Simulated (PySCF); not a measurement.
# CdH2 (CdH2): the cost of one run

Programs: PySCF 2.14.0, with routines of our own; each step states its level. All values are computed. Atoms count from 0.

## Step 1: The starting structure

3 atoms, charge 0, multiplicity 1; geometry from: GFN2-xTB.

## Step 2: Geometry optimisation at PBE0-D3(BJ)/def2-SVP

What the job is given:

```
{"job": {"xc": "PBE0", "basis": "def2-SVP", "d3": "d3bj", "grid": 1, "maxiter": 30, "shake": 0.03, "kind": "geom"}, "charge": 0, "multiplicity": 1}
Cd     0.061490    -0.076520     0.013050
H     -0.034480    -0.035110     1.650690
H     -0.043410     0.014420    -1.683630
```

Started as:

```sh
> OMP_NUM_THREADS=1 python heavy_run.py task.json out
```

This one command runs all jobs of the session in turn.

**Question.** How long does this first job take on 1 thread of Arm Neoverse V1, shared host, and how much memory does it need?

About 2.9 s, with a peak of 0.22 GiB.
